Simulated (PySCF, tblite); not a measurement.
# C4H12O2SSi2: geometry, infrared bands and NMR shifts

Aim: predict the infrared bands and NMR shifts of C4H12O2SSi2 (`CS(=O)(=O)C1C[SiH2][SiH2]C1`).

The runs use tblite 0.8.0 and PySCF 2.14.0, with density-fitted response routines of our own; the level of theory stands in each step. All values are computed, except where a source is named. Atoms are numbered from 0 throughout.

## (1) The molecule as given

21 atoms, charge 0, multiplicity 1; geometry from: force field or distance geometry start.

Bonds of the start (Å): C0–S1 1.77, S1–O2 1.45, S1–O3 1.45, S1–C4 1.83, C4–C5 1.54, C5–Si6 1.92, Si6–Si7 2.33, Si7–C8 1.90, C8–C4 1.55, C0–H9 1.10, C0–H10 1.09, C0–H11 1.10, C4–H12 1.10, C5–H13 1.09, C5–H14 1.10, Si6–H15 1.50, Si6–H16 1.48, Si7–H17 1.49, Si7–H18 1.48, C8–H19 1.10, C8–H20 1.10.

## (2) Optimising the geometry with GFN2-xTB

What the job is given:

```
{"job": {"kind": "relax", "xc": "GFN2-xTB", "basis": "xTB"}, "charge": 0, "multiplicity": 1}
C     -2.823600    -0.149700    -0.459300
S     -1.312200     0.648400    -0.927300
O     -0.739000    -0.100000    -2.026800
O     -1.594600     2.067700    -1.053600
C     -0.243200     0.426300     0.539800
C      0.141500    -1.043600     0.810700
Si     1.657500    -1.607900    -0.219600
Si     2.400700     0.567500    -0.601100
C      1.024500     1.323100     0.473300
H     -3.561300     0.030000    -1.251500
H     -2.670300    -1.220400    -0.347900
H     -3.195300     0.289800     0.475200
H     -0.872500     0.790300     1.370400
H     -0.682100    -1.731900     0.643500
H      0.433000    -1.123900     1.869600
H      2.574000    -2.401400     0.656000
H      1.235000    -2.350200    -1.426500
H      2.273500     0.981400    -2.022300
H      3.732600     0.849200    -0.016300
H      1.430200     1.433100     1.492200
H      0.782600     2.339000     0.114500
```

Command:

```bash
> OMP_NUM_THREADS=1 python probes_run.py task.json out
```

This one command runs all jobs of the session in turn.

**Question.** This job is followed by: GFN2-xTB harmonic vibrations, gas phase; GIAO PBE0/pcSseg-1 NMR shielding, non-relativistic, gas phase. Predict these results of the whole session: strongest single infrared mode (GFN2-xTB); zero-point energy (GFN2-xTB); 13C shifts against TMS (PBE0/pcSseg-1, means over atoms taken as alike); 1H shifts against TMS (PBE0/pcSseg-1, means over atoms taken as alike); 33S shifts against CS2 (PBE0/pcSseg-1); 17O shifts against H2O (PBE0/pcSseg-1, means over atoms taken as alike); 29Si shifts against TMS (PBE0/pcSseg-1, means over atoms taken as alike).

As calculated:

| quantity | value |
| --- | --- |
| strongest single infrared mode (GFN2-xTB) | 2119 cm⁻¹, 693 km/mol |
| zero-point energy (GFN2-xTB) | 94.6 kcal/mol |
| 13C shifts against TMS (PBE0/pcSseg-1, means over atoms taken as alike) | 68.7, 44.8, 11.4 ppm |
| 1H shifts against TMS (PBE0/pcSseg-1, means over atoms taken as alike) | 4.01, 3.90, 3.49, 2.63, 1.65, 1.08 ppm |
| 33S shifts against CS2 (PBE0/pcSseg-1) | 327 ppm |
| 17O shifts against H2O (PBE0/pcSseg-1, means over atoms taken as alike) | 214.2 ppm |
| 29Si shifts against TMS (PBE0/pcSseg-1, means over atoms taken as alike) | -72.5 ppm |

**Reading.** Over 157 steps the energy fell by 0.458 eV; of the close pairs, C0–S1 changed most, 1.772 to 1.826 Å. No mode is imaginary among the 57: a minimum at this level. The strongest single mode, at 2119 cm⁻¹, moves mainly H15 and H18. Unscaled tight-binding wavenumbers are off by several per cent, some by more. Its intensities can rank the bands wrongly. At PBE0/pcSseg-1: The largest span, 257 ppm, is at S1, where the paramagnetic term is -878 ppm.
